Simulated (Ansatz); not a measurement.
Crystal: InAg3.

```
CELL_PARAMETERS angstrom
1.55190 -2.59615 0.00000
1.55190 2.59615 0.00000
0.00000 0.00000 9.85995
ATOMIC_POSITIONS crystal
In 0.00000 0.00000 0.00000
Ag 0.50000 0.50000 0.25713
Ag 0.00000 0.00000 0.50000
Ag 0.50000 0.50000 0.74287
```

The cell comes from a database or a generator and needn't be the stable form of this composition.

```yaml
Program: Ansatz 0.2.0
Task: single point
Functional: PBEsol
Potentials_or_basis: all-electron LAPW, scalar-relativistic
Cutoff: 247 eV (chosen from the basis error)
Basis_error_allowed: 0.001 eV/atom
k_mesh: 10 × 10 × 3
Occupations: fermi-dirac, width 0.05 eV
Spin: no spin polarisation
```

On this cell: pressure -5.7 GPa; largest force 0.100 eV/Å; band gap on the k mesh none (metal or under the smearing width).

The same run follows on a disturbed copy (atoms moved at random, drawn with an rms of 0.05 Å):

```xyz
4
Lattice="1.5519 -2.5962 0.0000 1.5519 2.5962 0.0000 0.0000 0.0000 9.8600" Properties=species:S:1:pos:R:3 pbc="T T T"
In   -0.0254   -0.0087    0.0156
Ag    1.5905   -0.0053    2.5281
Ag   -0.0297    0.0240    4.9341
Ag    1.5702   -0.0066    7.3402
```

Q: What changes?

A: The energy (extrapolated to zero smearing) moves by +1.8 meV/atom; pressure -5.7 GPa; largest force 0.182 eV/Å; band gap on the k mesh none (metal or under the smearing width).

Forces in eV/Å, atoms in the order of the input:
```
In   0.055 -0.001 -0.048
Ag  -0.089 -0.005  0.158
Ag   0.093  0.011  0.007
Ag  -0.059 -0.006 -0.117
```

Stress tensor (GPa, compression positive):
```
-5.15  0.01  0.01
 0.01 -5.85  0.00
 0.01  0.00 -6.21
```
